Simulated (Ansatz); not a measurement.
The system is Ta3Cu.

```
Ta Cu
1.0
    -2.00651    2.00651    4.20817
     2.00651   -2.00651    4.20817
     2.00651    2.00651   -4.20817
Ta Cu
3 1
Cartesian
  0.0000 0.0000 4.2082
  2.0065 0.0000 2.1041
  0.0000 2.0065 2.1041
  0.0000 0.0000 0.0000
```

The cell comes from a database or a generator and needn't be the stable form of this composition.

Below is the output of Ansatz 0.2.0 for this cell. Logs are shortened: lines on timing, memory, paths and dates and some standing lists are left out, and cuts for length are marked.

```text
Warning: RAYON_NUM_THREADS=2 ignored (pool sized by the plan → 2); use --threads N
Engine: ansatz 0.2.0, aarch64-unknown-linux-gnu
Pseudopotentials: kind: paw
Pseudopotential: Ta, paw, valence charge 13, recommended cutoff 500 eV (meta_gga), Ta.paw.azcp
Pseudopotential: Cu, paw, valence charge 19, recommended cutoff 500 eV (meta_gga), Cu.paw.azcp
Functional definition: r2SCAN
  parameter k0 = 0.174
  parameter k1 = 0.065
  parameter a1 = 4.9479
  exchange = r2scan_x(k0 = k0, k1 = k1, a1 = a1)
  correlation = r2scan_c
Crystal: 4 atoms, lattice volume = 67.770 Å³
Basis set: ecut = 500 eV, 1727 PW (Γ), exchange–correlation on 160×160×160 points (64 copies of the dense FFT grid, shifted against one another)
Bands: 35, of which v1, the nominal top of the filled ones, is band 29 counted from 1 (28 counted from 0)
Symmetry: 16 space group operations
Space group: I4/mmm (ITA 139), of the structure as read, at distance tolerance 4.1e-5 Å
k-points: 75 of 729
Non-local potential: Ta, projectors of the file, l = 0: 3, l = 1: 2, l = 2: 2, l = 3: 1
Non-local potential: Cu, projectors of the file, l = 0: 3, l = 1: 2, l = 2: 3, l = 3: 1
PAW form: soft (Blöchl's): semilocal exchange-correlation on the pseudo side does not see the compensation charge
PAW frozen core: Ta, regenerated for the run's functional (the file was generated under x = pbe(κ = 0.804, μ = 0.2195149727645171), c = pbe(β = 0.06672455060314922))
PAW frozen core: Cu, regenerated for the run's functional (the file was generated under x = pbe(κ = 0.804, μ = 0.2195149727645171), c = pbe(β = 0.06672455060314922))
PAW one-centre angular grid: Ta, 590 points (default); XC on 160 Gauss nodes
PAW one-centre angular grid: Cu, 590 points (default); XC on 160 Gauss nodes
[... 101 lines left out ...]
  E_xc         = -697.446955
  E_vxc        = -791.805176  (∫ρ·V_xc dr)
  E_paw        = -26940.024589  (= ΣΔE_a)
  E_vpaw       = -839.453594  (= ΣTr[D̂ρ^β])
  E_aug_tail   = 0.000381  (compensation charges beyond the density's cutoff)
  E_vtau       = 42.901442  (kinetic-family band-sum trace: ∫τ·v_τ [+ j·A + Jᵃ·Aᵃ] dr)
  E_ewald      = -6951.831387
  E_core_change = -2.569949  (= ΣΔE_core)
  E_smearing   = -0.027894  (= −TS)
  E_closure    = 0.000000  (closes the sum)
  Σ components = -36463.545921   (vs F -36463.545921, Δ=0.00e0)
--- Forces (eV/Å), atoms counted from 1 ---
  atom   1  Ta    -0.00000000     0.00000000    -0.00000000
  atom   2  Ta     0.00000000    -0.00000000     0.00000000
  atom   3  Ta     0.00000000    -0.00000000     0.00000000
  atom   4  Cu     0.00000000    -0.00000000     0.00000000
  max |Σ_I F_I| component: 1.21e-17 eV/Å
--- Stress (GPa, compression-positive) ---
       -0.004783      -0.000000      -0.000000
       -0.000000      -0.004783      -0.000000
       -0.000000       0.000000      -0.000522
  P = ⅓ Tr σ = -0.0034 GPa (-0.034 kbar)
--- Band table (eV; the first three rows and the last of 75) ---
  k-point 0: bands = ["-98.6468", "-54.4574", "-54.4574", "-54.4023", "-51.2097", "-51.0715", "-51.0253", "-17.5346", "-17.3742", "-17.3742", "-17.1256", "-17.1256", "-16.9580", "-16.4969", "-16.4877", "-16.4877", "9.3245", "13.2586", "14.0547", "14.2566", "14.6128", "14.8609", "14.8609", "15.9492", "16.2243", "16.4953", "16.4953", "18.0582", "18.0582", "18.4164", "20.1947", "20.8103", "20.9632", "21.2447", "22.8646"]
  k-point 1: bands = ["-98.6468", "-54.4575", "-54.4574", "-54.4023", "-51.2010", "-51.0724", "-51.0330", "-17.5470", "-17.3554", "-17.2713", "-17.2026", "-17.1326", "-16.8918", "-16.6054", "-16.5061", "-16.4808", "9.6811", "13.5054", "14.2013", "14.3683", "14.7693", "14.8453", "14.9641", "15.5753", "16.1913", "16.5208", "16.7094", "17.7757", "17.9510", "18.3977", "19.3486", "20.9432", "21.0462", "21.3393", "22.4609"]
  k-point 2: bands = ["-98.6468", "-54.4576", "-54.4575", "-54.4023", "-51.1782", "-51.0752", "-51.0523", "-17.5945", "-17.3227", "-17.2828", "-17.1622", "-17.0044", "-16.8822", "-16.7966", "-16.5382", "-16.4656", "10.6687", "14.0264", "14.4503", "14.5030", "14.5775", "14.6476", "14.9151", "15.7800", "16.2298", "16.8420", "17.1813", "17.1957", "17.8031", "18.0523", "18.5311", "20.3716", "20.9946", "21.7482", "21.7658"]
  k-point 74: bands = ["-98.6468", "-54.4575", "-54.4574", "-54.4025", "-51.1531", "-51.1244", "-51.0295", "-17.5181", "-17.5152", "-17.1973", "-16.9544", "-16.9123", "-16.9071", "-16.8928", "-16.5601", "-16.5315", "12.1602", "12.2195", "13.3374", "13.5184", "14.0891", "14.1011", "14.5590", "15.5389", "15.9025", "16.6540", "16.8433", "17.0782", "18.7587", "19.3723", "20.3192", "21.1812", "21.4980", "21.7137", "22.2908"]
--- Relaxed structure (5 steps of the walk, 4 accepted, 1 SCFs on fresh bases) ---
  F+E_penalty+E_count = -36463.54592057 eV   max|allowed force component| = 3.903e-18 eV/Å   (the final SCF, on the basis selected at the relaxed cell)
  cell:  # Å, volume = 66.7733 Å³
    - [-1.9935709718016126, 1.9935709718016126, 4.200290254777964]
    - [1.9935709718016126, -1.9935709718016126, 4.200290254777964]
    - [1.9935709718016126, 1.9935709718016126, -4.200290254777964]
  atoms:
    - { symbol: Ta, position: [0.49999999999999994, 0.49999999999999994, -9.692547791331963e-36] }
    - { symbol: Ta, position: [0.24999999999999997, 0.75, 0.5] }
    - { symbol: Ta, position: [0.75, 0.24999999999999997, 0.5] }
    - { symbol: Cu, position: [-3.057241405557901e-37, -1.150700676140991e-35, -1.1857424699063147e-35] }
```

**Question.** What input gives this log?

**Answer.** Relaxation of cell and atoms with r2SCAN, no spin polarisation. The files as run (others can give the same):

input.yaml
```yaml
crystal:
  lattice:
    - [-2.006507, 2.006507, 4.20817]
    - [2.006507, -2.006507, 4.20817]
    - [2.006507, 2.006507, -4.20817]
  atoms:
    - { symbol: Ta, position: [0.5, 0.5, 0.0] }
    - { symbol: Ta, position: [0.25, 0.75, 0.5] }
    - { symbol: Ta, position: [0.75, 0.25, 0.5] }
    - { symbol: Cu, position: [0.0, 0.0, 0.0] }
hamiltonian:
  xc: r2scan
  pseudopotentials: { kind: paw }
kpoints:
  mp_grid: { grid: [9, 9, 9] }
scf:
  occupations: { method: fermi_dirac, width: 0.05 }
output:
  forces: true
  stress: true
  eigenvalues: true
relax:
  f_tol: 0.01
  max_steps: 40
  cell: { stress_tol: 0.05 }
```

Potentials or basis: Ansatz PAW.
Command:
```sh
$ ansatz run input.yaml --threads 2 --pin off --max-ram 5632MiB --backend cpu --events-out ev --progress --plain --runs-dir out
```

Caveat: the plane-wave basis is chosen anew once the cell has moved, so the energies of steps on either side of that aren't comparable; the PAW data sets come from PBE, with cores solved anew for the run's functional, which leaves a small shift of forces and pressure.
